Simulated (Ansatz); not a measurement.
# C₂H₈AlNSi: a ladder of functionals and wavefunction methods

How much do the methods differ for C₂H₈AlNSi? The plan is to run it at one geometry with functionals of several rungs and with coupled cluster. The yardstick is the atomisation energy at the CCSD(T) limit.

The runs use Ansatz 0.2.0, Gaussian basis; functionals in def2-TZVPP, the program's frozen cores in correlated methods.

Levels to be run: LDA (SPW92), PBE-D4, revPBE-D4, BLYP-D4, r2SCAN-D4, B97M-V, PBE0-D4, B3LYP-D4, r2SCANh-D4, r2SCAN0-D4, HSE06-D4, BHLYP-D4, CAM-B3LYP-D4, LC-ωPBE, ωB97X-V, ωB97M-V, B2PLYP, PBE-QIDH; CCSD(T)/def2-SVP; CCSD(T)/def2-TZVPP; MP2/def2-QZVPP; extrapolation to the limit; RPA on PBE.

### 1 Structure used throughout

The geometry comes from an earlier relaxation with PBE0-D4 in a triple-zeta def2 set; it is a stationary point, not always the lowest conformer.

SMILES `C=N[CH]([AlH2])[SiH3]`, 13 atoms, charge 0, spin multiplicity 1.

Atoms are counted from 1 here; the program's logs count them from 0.

Bond lengths: C1–N2 1.262 Å, C1–H6 1.088 Å, C1–H7 1.099 Å, N2–C3 1.430 Å, C3–Al4 1.976 Å, C3–Si5 1.885 Å, C3–H8 1.108 Å, Al4–H9 1.587 Å, Al4–H10 1.581 Å, Si5–H11 1.492 Å, Si5–H12 1.488 Å, Si5–H13 1.486 Å. Angles: N2–C1–H6 119.2°, N2–C1–H7 123.0°, H6–C1–H7 117.8°, C1–N2–C3 120.3°, N2–C3–Al4 110.1°, N2–C3–Si5 108.6°, N2–C3–H8 114.4°, Al4–C3–Si5 105.3°, Al4–C3–H8 109.8°, Si5–C3–H8 108.3°, C3–Al4–H9 117.2°, C3–Al4–H10 120.7°, H9–Al4–H10 122.1°, C3–Si5–H11 109.9°, C3–Si5–H12 108.9°, C3–Si5–H13 111.7°, H11–Si5–H12 108.0°, H11–Si5–H13 108.6° and more.

Geometry (Å):

```
C    -1.99161    0.67623    0.98214
N    -0.77515    0.34168    0.96636
C    -0.16067   -0.08565   -0.25229
Al    0.49554   -1.93988   -0.06669
Si    1.38054    0.95926   -0.54755
H    -2.44294    0.99455    1.91962
H    -2.62829    0.66209    0.08651
H    -0.81046   -0.00617   -1.14576
H     1.15212   -2.60896   -1.34778
H     0.36796   -2.70603    1.31045
H     2.44535    0.57968    0.42584
H     1.89138    0.68838   -1.91847
H     1.09694    2.41034   -0.39768
```

### 2 LDA

This LDA is Slater exchange with PW92 correlation.

in.yaml reads:

```yaml
crystal:
  periodic: [false, false, false]
  atoms:
    - {symbol: C, position_ang: [-1.991609, 0.676231, 0.982139]}
    - {symbol: N, position_ang: [-0.775153, 0.341675, 0.966361]}
    - {symbol: C, position_ang: [-0.160674, -0.085650, -0.252289]}
    - {symbol: Al, position_ang: [0.495539, -1.939884, -0.066688]}
    - {symbol: Si, position_ang: [1.380539, 0.959262, -0.547551]}
    - {symbol: H, position_ang: [-2.442936, 0.994549, 1.919616]}
    - {symbol: H, position_ang: [-2.628294, 0.662085, 0.086510]}
    - {symbol: H, position_ang: [-0.810461, -0.006175, -1.145757]}
    - {symbol: H, position_ang: [1.152124, -2.608964, -1.347777]}
    - {symbol: H, position_ang: [0.367957, -2.706030, 1.310445]}
    - {symbol: H, position_ang: [2.445354, 0.579682, 0.425844]}
    - {symbol: H, position_ang: [1.891376, 0.688379, -1.918471]}
    - {symbol: H, position_ang: [1.096938, 2.410339, -0.397679]}
basis:
  gaussian: {orbitals: def2-TZVPP}
hamiltonian: {xc: lda}
output: {orbitals: {seedname: orbitals}}
```

Command:

```sh
$ ansatz run in.yaml --threads 4 --pin off --events-out ev --progress --plain --max-ram 10444MiB
```

After this run come: PBE-D4 (GGA); revPBE-D4 (GGA); BLYP-D4 (GGA); r2SCAN-D4 (meta-GGA); B97M-V (meta-GGA); B3LYP-D4 (hybrid); r2SCANh-D4 (hybrid); r2SCAN0-D4 (hybrid); HSE06-D4 (hybrid); BHLYP-D4 (hybrid); CAM-B3LYP-D4 (range-separated); LC-ωPBE (range-separated); ωB97X-V (range-separated); ωB97M-V (range-separated); B2PLYP (double hybrid); PBE-QIDH (double hybrid); CCSD(T) in def2-SVP; CCSD(T) in def2-TZVPP; MP2 in def2-QZVPP; RPA on PBE orbitals.

Q: Predict the results of all the runs planned. Wanted: atomisation energy, CCSD(T)/CBS; farthest beyond LDA; mean size of error, GGA; mean size of error, meta-GGA; mean size of error, hybrid; mean size of error, range-separated; mean size of error, double hybrid; gap, smallest and largest; T1 diagnostic.

**Answer**, as computed:

```
                               quantity                                                     value
        atomisation energy, CCSD(T)/CBS                                             4351.1 kJ/mol
 functionals within 21.8 kJ/mol (0.5 %)  BLYP-D4, r2SCAN-D4, PBE0-D4, B3LYP-D4, HSE06-D4, ωB97M-V
                    farthest beyond LDA                                   BHLYP-D4 (-94.5 kJ/mol)
                mean size of error, GGA                                               29.4 kJ/mol
           mean size of error, meta-GGA                                               18.6 kJ/mol
             mean size of error, hybrid                                               34.3 kJ/mol
    mean size of error, range-separated                                               24.4 kJ/mol
      mean size of error, double hybrid                                               46.8 kJ/mol
              gap, smallest and largest                 3.39 eV (LDA (SPW92)), 10.34 eV (LC-ωPBE)
                          T1 diagnostic                                                    0.0125
triples share of the correlation energy                                                     4.1 %
```

The LDA atomisation energy is off by 571.6 kJ/mol (13 %): it overbinds. PBE-D4 is off by +57.1 kJ/mol. Double hybrids carry the basis error of their MP2 part in triple zeta, and no dispersion term here, so their miss is partly the set-up's. Taken by rung, meta-GGA functionals do best (18.6 kJ/mol on average) and double hybrid ones worst beyond LDA (46.8 kJ/mol). hybrid functionals lie within the reference's doubt of that worst mean (34.3 kJ/mol), so those two tie. The gap between the best rungs is small, so their order is not settled. Misses under about 21.8 kJ/mol are within the doubt on the reference itself, which lacks core-valence correlation, relativity and higher excitations. Hartree-Fock recovers 72 % of the binding; the rest is correlation. CCSD(T) in def2-SVP is off by -237.4 kJ/mol, so the small basis spoils what the method gains. Orbital gaps span 3.4 to 10.3 eV; exact exchange widens them. The restricted reference is unstable towards a spin-broken one.
